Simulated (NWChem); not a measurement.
# singlet CH2F3Si+ at 3 levels

We compute a comparison of 3 runs (B3LYP/6-31G*, M06-2X/def2-SVP) of singlet CH2F3Si+. 

The calculation is run with NWChem 7.3.0.

47 further runs of the same task are left out: 47 set aside as unsound or not needed.

**1. The structure to begin with**

CH2F3Si+ has 7 atoms, charge +1, and is taken as a singlet. SMILES of the parent species: `[CH2][Si](F)(F)F`. The shape is that of a PBE0-D4/def2-TZVP optimisation. That shape belongs to the parent species and isn't relaxed for this state.

Bond lengths: C1–Si2 1.812 Å, Si2–F3 1.577 Å, Si2–F4 1.578 Å, Si2–F5 1.577 Å, C1–H6 1.084 Å, C1–H7 1.084 Å. Angles: C1–Si2–F3 111.1°, C1–Si2–F4 112.7°, C1–Si2–F5 111.2°, F3–Si2–F4 106.8°, F3–Si2–F5 108.2°, F4–Si2–F5 106.7°, Si2–C1–H6 122.2°, Si2–C1–H7 122.2°, H6–C1–H7 115.6°.

**2. A single-point energy at B3LYP/6-31G(d) (Cartesian functions) (run 1)**

Input file ch2f3si.nw:

```
start ch2f3si
title "CH2F3Si"
memory stack 880 mb heap 220 mb global 1100 mb
charge 1

geometry units bohr noautosym nocenter noautoz
  C     -1.30731253     0.75910298     1.44280590
  Si     0.83695970    -0.49302955    -0.91368258
  F      0.01776343     0.33731611    -3.65510827
  F      0.93617032    -3.47331662    -0.90914724
  F      3.62241601     0.45599091    -0.44710920
  H     -3.27130489     1.16444924     1.02460950
  H     -0.71885182     1.12079656     3.37146038
end

basis cartesian
  * library 6-31G*
end

dft
  xc b3lyp
  grid xfine
  convergence energy 1e-08
  maxiter 100
  mulliken
  print low
end

task dft energy
```

Started as:

```console
$ nwchem ch2f3si.nw > ch2f3si.out
```

The program printed:

```text
[...]
 d= 0,ls=0.0,diis     1   -627.7921765702 -8.81D+02  3.70D-02  2.98D+00     5.6
[...]
 d= 0,ls=0.0,diis    11   -628.0750782001 -3.51D-09  5.77D-07  2.84D-09    58.1
         Total DFT energy =     -628.075078200116
      One electron energy =    -1363.350812936307
           Coulomb energy =      540.680959715804
    Exchange-Corr. energy =      -58.308614407699
 Nuclear repulsion energy =      252.903389428087
[...]
      Total Density - Mulliken Population Analysis
     ---------------------------------------------
    Atom       Charge   Shell Charges
 -----------   ------   -------------------------------------------------------
    1 C    6     6.15   1.99  0.80  1.82  0.75  0.78  0.01
    2 Si  14    12.74   2.00  1.99  5.96  0.90  1.39 -0.04  0.20  0.34
    3 F    9     9.28   1.99  0.97  3.31  0.90  2.02  0.08
    4 F    9     9.26   1.99  0.97  3.31  0.90  2.01  0.09
    5 F    9     9.28   1.99  0.97  3.31  0.90  2.02  0.08
    6 H    1     0.65   0.50  0.15
    7 H    1     0.65   0.50  0.15
[...]
```

It took 59 s on 1 thread of Intel Xeon Platinum 8259CL at 2.50GHz (Skylake/Cascade Lake), shared host; peak memory 0.13 GiB.

**3. The energy at B3LYP/6-31G(d) (spherical functions) (run 2)**

Input file calc.nw:

```
start calc
title "CH2F3Si B3LYP"
memory stack 880 mb heap 220 mb global 1100 mb
charge 1

geometry units angstrom noautosym nocenter noautoz
  C     -0.691800     0.401700     0.763500
  Si     0.442900    -0.260900    -0.483500
  F      0.009400     0.178500    -1.934200
  F      0.495400    -1.838000    -0.481100
  F      1.916900     0.241300    -0.236600
  H     -1.731100     0.616200     0.542200
  H     -0.380400     0.593100     1.784100
end

basis spherical bse
  C library 6-31G*
  Si library 6-31G*
  F library 6-31G*
  H library 6-31G*
end

dft
  xc b3lyp
  grid xfine
  convergence energy 1e-08
  maxiter 100
  mulliken
end

task dft energy
```

Started as:

```console
$ nwchem calc.nw > calc.out
```

The program printed:

```text
[...]
          Wavefunction type:  closed shell.
          No. of atoms     :     7
          No. of electrons :    48
[...]
          Charge           :     1
          Spin multiplicity:     1
[...]
          AO basis - number of functions:    78
[...]
              XC Information
              --------------
                         B3LYP Method XC Potential
                     Hartree-Fock (Exact) Exchange  0.200
                        Slater Exchange Functional  0.800 local
                    Becke 1988 Exchange Functional  0.720 non-local
              Lee-Yang-Parr Correlation Functional  0.810
                  VWN I RPA Correlation Functional  0.190 local
[...]
 d= 0,ls=0.0,diis     1   -627.7872305568 -8.81D+02  3.69D-02  2.80D+00     6.1
[...]
 d= 0,ls=0.0,diis    11   -628.0680831325 -3.37D-09  6.26D-07  3.87D-09    57.8
         Total DFT energy =     -628.068083132497
      One electron energy =    -1363.394741097563
           Coulomb energy =      540.769431955050
    Exchange-Corr. energy =      -58.346181622270
 Nuclear repulsion energy =      252.903407632285
[...]
      Total Density - Mulliken Population Analysis
     ---------------------------------------------
    Atom       Charge   Shell Charges
 -----------   ------   -------------------------------------------------------
    1 C    6     6.15   2.00  0.79  1.82  0.74  0.78  0.02
    2 Si  14    12.67   2.00  1.99  5.96  0.74  1.36 -0.05  0.17  0.48
    3 F    9     9.30   2.00  0.94  3.31  1.02  2.03  0.02
    4 F    9     9.28   2.00  0.94  3.30  1.02  2.01  0.02
    5 F    9     9.30   2.00  0.94  3.31  1.02  2.03  0.02
    6 H    1     0.65   0.50  0.15
    7 H    1     0.65   0.50  0.15
[...]
```

Run time: 59 s. Hardware: 1 thread of Intel Xeon Platinum 8259CL at 2.50GHz (Skylake/Cascade Lake), shared host; peak memory 0.13 GiB.

**4. A single-point energy at M06-2X/def2-SVP (run 3)**

Input file geom.nw:

```
start geom
memory stack 880 mb heap 220 mb global 1100 mb
charge 1

geometry units au noautosym nocenter noautoz
C  -1.30731253  0.75910298  1.44280590
Si  0.83695970 -0.49302955 -0.91368258
F   0.01776343  0.33731611 -3.65510827
F   0.93617032 -3.47331662 -0.90914724
F   3.62241601  0.45599091 -0.44710920
H  -3.27130489  1.16444924  1.02460950
H  -0.71885182  1.12079656  3.37146038
end

basis "ao basis" spherical bse
* library def2-SVP
end

dft
xc m06-2x
grid xfine
convergence energy 1e-08
maxiter 100
mulliken
end

task dft energy
```

Started as:

```console
$ nwchem geom.nw > geom.out
```

The program printed:

```text
[...]
          Wavefunction type:  closed shell.
          No. of atoms     :     7
          No. of electrons :    48
[...]
          Charge           :     1
          Spin multiplicity:     1
[...]
          AO basis - number of functions:    84
[...]
              XC Information
              --------------
                       M06-2X Method XC Functional
                     Hartree-Fock (Exact) Exchange  0.540
                        M06-2X Exchange Functional  1.000
                      M06-2X Correlation Potential  1.000
[...]
 d= 0,ls=0.0,diis     1   -627.2998168036 -8.80D+02  3.09D-02  2.72D+00     6.1
[...]
 d= 0,ls=0.5,diis    32   -627.5764033810 -4.31D-09  7.58D-07  2.74D-09   179.9
         Total DFT energy =     -627.576403382797
      One electron energy =    -1362.615329747632
           Coulomb energy =      540.292310856791
    Exchange-Corr. energy =      -58.156773920044
 Nuclear repulsion energy =      252.903389428087
[...]
      Total Density - Mulliken Population Analysis
     ---------------------------------------------
    Atom       Charge   Shell Charges
 -----------   ------   -------------------------------------------------------
    1 C    6     5.90   1.99  1.05  0.35  1.79  0.70  0.01
    2 Si  14    12.81   2.00  1.98  0.82 -0.09  5.93  1.16  0.34  0.67
    3 F    9     9.26   1.99  1.13  0.79  3.34  2.01  0.01
    4 F    9     9.25   1.99  1.13  0.79  3.34  2.00  0.01
    5 F    9     9.26   1.99  1.13  0.79  3.34  2.01  0.01
    6 H    1     0.76   0.69  0.04  0.03
    7 H    1     0.76   0.69  0.04  0.03
[...]
```

Wall time 3.1 min (1 thread of Intel Xeon Platinum 8259CL at 2.50GHz (Skylake/Cascade Lake), shared host); peak memory 0.13 GiB.

**5. All runs side by side**

```tsv
run	level	Cartesian functions	energy (Eh)	wall time
1	B3LYP/6-31G* (Cartesian functions)	yes	-628.075078	59 s
2	B3LYP/6-31G* (spherical functions)	no	-628.068083	59 s
3	M06-2X/def2-SVP	no	-627.576403	3.1 min
```

**6. Outcome**

```
            quantity          value
 run 3: total energy  -627.57640 Eh
  run 3: HOMO energy      -19.49 eV
  run 3: LUMO energy      -12.27 eV
run 3: HOMO–LUMO gap        7.22 eV
```

**Reading.** Totals of different functionals can't be ranked against each other. All runs together took 5.1 min, the longest 3.1 min.
